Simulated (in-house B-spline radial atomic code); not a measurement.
**Ge⁺: ionisation energy by several methods**

The task here is to estimate one member of a computed series from the others.

Program: in-house B-spline radial atomic code version 1. Level of theory: non-relativistic, several functionals, spin-polarised; spherical all-electron atom at the radial basis limit. These are calculated values, not measurements, unless marked.

## The system

| Property | Result |
| --- | --- |
| element | germanium (Z = 32) |
| charge | +1 |
| electrons | 31 |
| configuration | [Ar] 3d10 4s2 4p1 |
| nucleus | point |

The outer shells:

[Ar] 3d10 4s2 4p1
```
[Ar] core
3d [↑↓][↑↓][↑↓][↑↓][↑↓]
4s [↑↓]
4p [↑ ][  ][  ]
```

Where spins are not typed, each open shell is filled with up spins first.

The first run:

Input settings:

```ini
Z = 32
electrons = 31.0
configuration = [Ar] 3d10 4s2 4p1
hamiltonian = nr
method = m06l
spin_polarised = True
```

Among the steps run: M06-L, a meta-GGA; PW91, a GGA; OLYP, a GGA; LDA (PW92); PBE, a GGA; Hartree-Fock; r2SCAN, a meta-GGA; PBEsol, a GGA.

One of the session's tables, all rows but one given; the rest of the session is left out.

```
      method  ΔSCF (eV)
  LDA (PW92)     15.915
        PW91     15.778
        OLYP     15.460
         PBE     15.695
      PBEsol     15.717
       M06-L     15.377
      r2SCAN     15.696
Hartree-Fock          ?
```

Q: Estimate the row for Hartree-Fock from the others.

The run gave: ΔSCF (eV): 15.156. In the column «ΔSCF (eV)» it is the lowest.

Limits of these values: Meta-GGA runs start from a PBE run whose iterations are not counted. Mean absolute error by rung (exchange-only levels left out): LDA 0.02 eV, GGA 0.27 eV, meta-GGA 0.40 eV, Hartree-Fock 0.78 eV. These runs lack relativity altogether, which can outweigh the gaps between the methods, so the nearest may be so by luck. These runs leave out relativity, which matters at this nuclear charge.
